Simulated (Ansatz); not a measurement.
**CH₇N₃OW: from a rough start to a minimum**

Aim: relax CH₇N₃OW from a cheap starting geometry, check the end point by its vibrations and derive ideal-gas thermochemistry.

Computed with Ansatz 0.2.0, Gaussian basis. Level: RKS PBE0-D4/def2-TZVP.

Levels to be run: relaxation at PBE0-D4/def2-TZVP; harmonic vibrations at the same level.

1 further run of the same task is left out (set aside as unsound or not needed).

### Step 1. Starting geometry

13 atoms, charge 0, spin multiplicity 1.

Atoms are counted from 1 here; the program's logs count them from 0.

Bond lengths: C1–N2 1.425 Å, C1–H7 1.098 Å, C1–H8 1.098 Å, C1–H9 1.100 Å, N2–W3 1.793 Å, W3–N4 2.006 Å, W3–N5 2.007 Å, W3–O6 1.693 Å, N4–H10 1.023 Å, N4–H11 1.027 Å, N5–H12 1.026 Å, N5–H13 1.023 Å. Angles: N2–C1–H7 111.0°, N2–C1–H8 110.7°, N2–C1–H9 111.1°, H7–C1–H8 107.5°, H7–C1–H9 108.2°, H8–C1–H9 108.2°, C1–N2–W3 161.1°, N2–W3–N4 106.8°, N2–W3–N5 106.8°, N2–W3–O6 116.3°, N4–W3–N5 110.2°, N4–W3–O6 108.3°, N5–W3–O6 108.4°, W3–N4–H10 130.5°, W3–N4–H11 120.6°, H10–N4–H11 106.9°, W3–N5–H12 121.1°, W3–N5–H13 130.2° and more.

Geometry (Å):

```mol
CH7N3OW
  3D, bonds by distance, orders not assigned

 13 12  0  0  0  0  0  0  0  0999 V2000
   -0.6610   -1.6895    1.6161 C   0  0
   -0.2165   -0.7242    0.6664 N   0  0
   -0.2104    0.6769   -0.4519 W   0  0
    0.2301   -0.0388   -2.2737 N   0  0
    1.2404    1.9143    0.1748 N   0  0
   -1.6535    1.5563   -0.5599 O   0  0
   -0.3397   -2.7000    1.3299 H   0  0
   -0.2421   -1.4788    2.6089 H   0  0
   -1.7582   -1.6881    1.6994 H   0  0
    0.5384   -0.9693   -2.5658 H   0  0
   -0.0908    0.4484   -3.1187 H   0  0
    1.1813    2.9253    0.0106 H   0  0
    1.9820    1.7673    0.8637 H   0  0
  1  2  8  0
  2  3  8  0
  3  4  8  0
  3  5  8  0
  3  6  8  0
  1  7  8  0
  1  8  8  0
  1  9  8  0
  4 10  8  0
  4 11  8  0
  5 12  8  0
  5 13  8  0
M  END
```

The start is a GFN2-xTB geometry. W takes the def2 core potential; no spin-orbit term is included.

### Step 2. Geometry optimisation, PBE0-D4/def2-TZVP

in.yaml reads:

```yaml
crystal:
  periodic: [false, false, false]
  atoms:
    - {symbol: C, position_ang: [-0.660980, -1.689540, 1.616150]}
    - {symbol: N, position_ang: [-0.216500, -0.724160, 0.666410]}
    - {symbol: W, position_ang: [-0.210390, 0.676910, -0.451860]}
    - {symbol: N, position_ang: [0.230070, -0.038780, -2.273660]}
    - {symbol: N, position_ang: [1.240370, 1.914320, 0.174810]}
    - {symbol: O, position_ang: [-1.653530, 1.556320, -0.559900]}
    - {symbol: H, position_ang: [-0.339670, -2.699960, 1.329880]}
    - {symbol: H, position_ang: [-0.242130, -1.478790, 2.608930]}
    - {symbol: H, position_ang: [-1.758240, -1.688140, 1.699420]}
    - {symbol: H, position_ang: [0.538450, -0.969260, -2.565830]}
    - {symbol: H, position_ang: [-0.090790, 0.448420, -3.118720]}
    - {symbol: H, position_ang: [1.181320, 2.925300, 0.010650]}
    - {symbol: H, position_ang: [1.982020, 1.767340, 0.863720]}
basis:
  gaussian: {orbitals: def2-TZVP}
hamiltonian: {xc: pbe0, dispersion: d4}
relax: {f_tol: 0.005, max_steps: 150}
```

Run with:

```
$ ansatz run in.yaml --threads 4 --pin off --events-out ev --progress --plain --max-ram 11315MiB
```

After this run come: Vibrations by finite differences.

Before running them: what should the planned runs give, taken together? Wanted: point group; shift from the start; total energy; dispersion term; dipole moment; lowest, highest wavenumber; zero-point energy.

**Answer**, as computed:

| quantity | value |
| --- | --- |
| point group | Cs |
| steps | 14 |
| shift from the start (rms) | 0.152 Å |
| total energy | -9492.4086 eV |
| dispersion term | -264 meV |
| dipole moment | 2.79 D |
| lowest, highest wavenumber | 76, 3698 cm⁻¹ |
| zero-point energy | 60.5 kcal/mol |
| entropy at 298.15 K | 401.0 J/(mol K) |

What this shows: The relaxed geometry lies 0.15 Å (rms) from the start; the bond that changed most is W3–N5, from 2.007 to 1.957 Å. All wavenumbers are real, so the end point is a minimum. The stiffest mode, 3698 cm⁻¹, is an N–H stretch, and 4 modes under 200 cm⁻¹ make the vibrational entropy uncertain. Harmonic hybrid wavenumbers usually lie a few per cent above measured fundamentals. The largest Mulliken charge, +1.27 e, sits on W3.
